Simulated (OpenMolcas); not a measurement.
# Ir³⁺ among point charges: CASSCF and CASPT2 levels and susceptibility

Aim: the splitting of the states of Ir³⁺ in the field of 8 point charges, its lowest levels with spin-orbit coupling and its magnetic susceptibility.

Program: OpenMolcas 26.06. Level of theory: state-averaged CASSCF and CASPT2, spin-orbit coupling by RASSI with atomic mean-field integrals. These are calculated values, not measurements, unless marked.

## 1. What is computed

| Property | Result |
| --- | --- |
| Species | Ir³⁺ (iridium, Z = 77, 74 electrons) |
| Basis | ANO-RCC-VTZP [8s7p5d3f1g], 84 functions |
| Scalar Hamiltonian | DKH2, point nucleus |
| Inactive shells | 1s 2s 2p 3s 3p 3d 4s 4p 4d 4f 5s 5p |
| Active space | 6 electrons in 5 orbitals (5d) |
| Some configurations of this space | 5d6 |
| Orbitals | optimised for each spin and parity, averaged over all roots |

The outer shells:

5d6
```
5d [↑↓][↑ ][↑ ][↑ ][↑ ]
```

The ion sits among 8 point charges of -1.2 e arranged as a cube (Oh), 1.94 Å from the ion.

The work runs as a chain of OpenMolcas steps in one folder; each step below is one input file. Labels, J, g values, rates, χT and fits are worked out afterwards by a script from the matrices that RASSI stores. The input lists half of the charges; inversion (Group=XYZ) makes the rest.

## 2. One- and two-electron integrals

File a.inp:

```
&GATEWAY
Coord
1

Ir 0.0 0.0 0.0
Basis=ANO-RCC-VTZP
Group=XYZ
NoMove
AngMom=0.0 0.0 0.0
AMFI
XField
4 Angstrom 0
1.120060 1.120060 1.120060 -1.200000
1.120060 1.120060 -1.120060 -1.200000
1.120060 -1.120060 1.120060 -1.200000
1.120060 -1.120060 -1.120060 -1.200000
&SEWARD
```

The run is started by

```bash
$ OMP_NUM_THREADS=1 MOLCAS_MEM=1689 MOLCAS_PROJECT=a pymolcas a.inp > a.log
```

## 3. Reference wave functions, quintets of even parity, 5 roots

File a.inp:

```
&RASSCF
FileOrb=start.orb
Symmetry=1
Spin=5
nActEl=6 0 0
Inactive=15 19
Ras2=5 0
CIRoot=5 5 1
SDav=5
CIMx=300
Iter=120 100
PrWF=0.3
OrbListing=Nothing
MaxOrb=0
>>> COPY $Project.JobIph JOB001
```

start.orb holds the contracted functions of the basis, ordered by shell, or the orbitals of the step before.

## 4. Reference wave functions, triplets of even parity, 45 roots

File a.inp:

```
&RASSCF
FileOrb=start.orb
Symmetry=1
Spin=3
nActEl=6 0 0
Inactive=15 19
Ras2=5 0
CIRoot=45 45 1
SDav=45
CIMx=300
Iter=120 100
PrWF=0.3
OrbListing=Nothing
MaxOrb=0
>>> COPY $Project.JobIph JOB002
```

## 5. CASSCF: singlets of even parity, 50 roots

File a.inp:

```
&RASSCF
FileOrb=start.orb
Symmetry=1
Spin=1
nActEl=6 0 0
Inactive=15 19
Ras2=5 0
CIRoot=50 50 1
SDav=50
CIMx=300
Iter=120 100
PrWF=0.3
OrbListing=Nothing
MaxOrb=0
>>> COPY $Project.JobIph JOB003
```

## 6. RASSI: spin-orbit coupling between the states

File a.inp:

```
&RASSI
NrOfJobIphs=3 5 45 50
1 2 3 4 5
1 2 3 4 5 6 7 8 9 10 11 12 13 14 15 16 17 18 19 20 21 22 23 24 25 26 27
28 29 30 31 32 33 34 35 36 37 38 39 40 41 42 43 44 45
1 2 3 4 5 6 7 8 9 10 11 12 13 14 15 16 17 18 19 20 21 22 23 24 25 26 27
28 29 30 31 32 33 34 35 36 37 38 39 40 41 42 43 44 45 46 47 48 49 50
IphNames
JOB001
JOB002
JOB003
EJob
SpinOrbit
DIPRint=1.0
SOCoupling=1000.0
Subsets=2
Property=9
'ANGMOM' 1 'ANGMOM' 2 'ANGMOM' 3 'MLTPL  1' 1 'MLTPL  1' 2 'MLTPL  1' 3
'AMFI' 1 'AMFI' 2 'AMFI' 3
SOProperty=3
'ANGMOM' 1 'ANGMOM' 2 'ANGMOM' 3
```

## 7. CASPT2: IPEA 0.25, imaginary shift 0.1 (closed shells correlated: 5s 5p)

File a.inp:

```
>>> COPY JOB001 $Project.JobIph
&CASPT2
Multistate=5 1 2 3 4 5
NoMult
Frozen=14 16
IPEA=0.25
Imaginary=0.1
MaxIter=60
WThr=0.0 0.3 0.05
PrWF=0.5
NoMix
>>> COPY JOB002 $Project.JobIph
&CASPT2
Multistate=45 1 2 3 4 5 6 7 8 9 10 11 12 13 14 15 16 17 18 19 20 21 22
23 24 25 26 27 28 29 30 31 32 33 34 35 36 37 38 39 40 41 42 43 44 45
NoMult
Frozen=14 16
IPEA=0.25
Imaginary=0.1
MaxIter=60
WThr=0.0 0.3 0.05
PrWF=0.5
NoMix
>>> COPY JOB003 $Project.JobIph
&CASPT2
Multistate=50 1 2 3 4 5 6 7 8 9 10 11 12 13 14 15 16 17 18 19 20 21 22
23 24 25 26 27 28 29 30 31 32 33 34 35 36 37 38 39 40 41 42 43 44 45 46
47 48 49 50
NoMult
Frozen=14 16
IPEA=0.25
Imaginary=0.1
MaxIter=60
WThr=0.0 0.3 0.05
PrWF=0.5
NoMix
```

(Steps that only read results are left out.)

Before running it: what results should come out? Wanted: spin-free ground state; first state of the same spin within the active space; lowest level; next level.

**Answer**, as computed:

| quantity | value |
| --- | --- |
| method | SS-CASPT2, IPEA 0.25, imaginary shift 0.1 (closed shells correlated: 5s 5p) |
| spin-free ground state | 5E, 2-fold in its orbital part |
| first state of the same spin within the active space | 5T2 at 8390 cm⁻¹ |
| lowest level | 1-fold A1 |
| next level | 129.9 cm⁻¹ |
| χT at 300 K | 3.37 cm³ K/mol |
| effective moment at 300 K | 5.19 μB |

Cost by method:

| method | time of its own steps | time with the reference |
| --- | --- | --- |
| A. CASSCF | 22 s | 22 s |
| B. SS-CASPT2, IPEA 0.25, imaginary shift 0.1, +5s 5p | 15 s | 37 s |

Times are of one thread on a shared host.

In words: The spin-free ground state (5E) comes to 100 % from free-ion D terms and keeps the highest spin of the shell. χT at 300 K is 3.37, against 3.01 cm³ K/mol for the spin alone, so orbital moment adds to it. An active space of the d shell alone favours high spin; real ions in strong fields can be low spin. CASPT2 does not keep the components of a term degenerate, and the means are used. An orbital doublet at a regular site is open to a Jahn-Teller distortion, which this geometry leaves out. The field of point charges can differ much from that of real complexes. With metal d orbitals alone active, the gaps between spin states are rough; where two lie within a few thousand cm-1, their order is open. Point charges carry no covalency, so the field is a model and not that of real ligands.
